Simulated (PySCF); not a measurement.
**InO₂: doublet, from a bent start**

Where does doublet InO₂ go from a bent start, is the end point a minimum, and what are its modes, charges and moments?

Computed with PySCF 2.14.0. Level: PBE0, basis In def2-TZVP with ECP28, O def2-TZVP, scalar-relativistic core potentials, no spin–orbit coupling, density fitting.

## 1. The starting structure

3 atoms, charge 0, spin multiplicity 2.

Bond lengths: In1–O2 1.930 Å, In1–O3 1.930 Å. Angles: O2–In1–O3 110.0°.

Z-matrix (Å, degrees; charge 0 multiplicity 2):
```
In
O  1 1.9300
O  1 1.9300 2 110.00
```

## 2. The SCF at the typed geometry

The steps below are one call of a driver around PySCF. For each, scf.py gives the equivalent set-up of the SCF; relaxations use the driver's own optimiser. After this first run the driver tries any further starts and a stability analysis.

Input file scf.py:

```python
from pyscf import gto, scf, dft
mol = gto.M(atom='''
In     0.000000     0.000000     0.000000
O      1.581000     0.000000     1.107000
O     -1.581000     0.000000     1.107000''',
    basis={'In': 'def2-TZVP', 'O': 'def2-TZVP'},
    ecp={'In': 'def2-TZVP'},
    charge=0, spin=1)
mf = dft.UKS(mol, xc='PBE0')
mf.grids.atom_grid = (50, 194)
aux = {'In': 'def2-universal-JKFIT', 'O': 'def2-universal-JKFIT'}
mf = mf.density_fit(auxbasis=aux)
mf.conv_tol = 1e-08
mf.diis_space = 10
mf.max_cycle = 60
mf.init_guess = 'minao'
mf.verbose = 4
mf.kernel()
```

Started as:

```console
OMP_NUM_THREADS=4 python axn.py task.json out
```

The runs that follow: Relaxing the doublet from the bent start; Frequencies; Downhill along the imaginary mode; Vibrations and properties at this point.

Q: Predict the outcome of this session. Wanted: minimum; geometry; wavenumbers; dipole moment; highest occupied, lowest empty level; polar-tensor charge of In1; zero-point energy; atomisation energy; ⟨S²⟩.

As calculated:

```
                                          quantity                                      value
                                           minimum                               doublet, C∞v
                                          geometry  In–O 1.826 Å, In–O 1.927 Å; O–In–O 180.0°
                                wavenumbers (cm⁻¹)                         159, 164, 463, 775
                                     dipole moment                                     2.02 D
highest occupied, lowest empty level (either spin)                            -7.60, -5.15 eV
                        polar-tensor charge of In1                                    -0.24 e
                                 zero-point energy                                 9.3 kJ/mol
                               entropy at 298.15 K                            270.6 J/(mol K)
         atomisation energy (no zero-point energy)                                 565 kJ/mol
                                              ⟨S²⟩                                      0.777
```

In words: From C2v at the start the molecule goes to a C∞v minimum. In the infrared the band at 463 cm⁻¹ (stretch) leads. Only this shape and spin were tried, so other structures or states may lie lower. The SCF density has lower symmetry than the nuclear frame. With an element this heavy the missing spin–orbit coupling can shift these numbers.
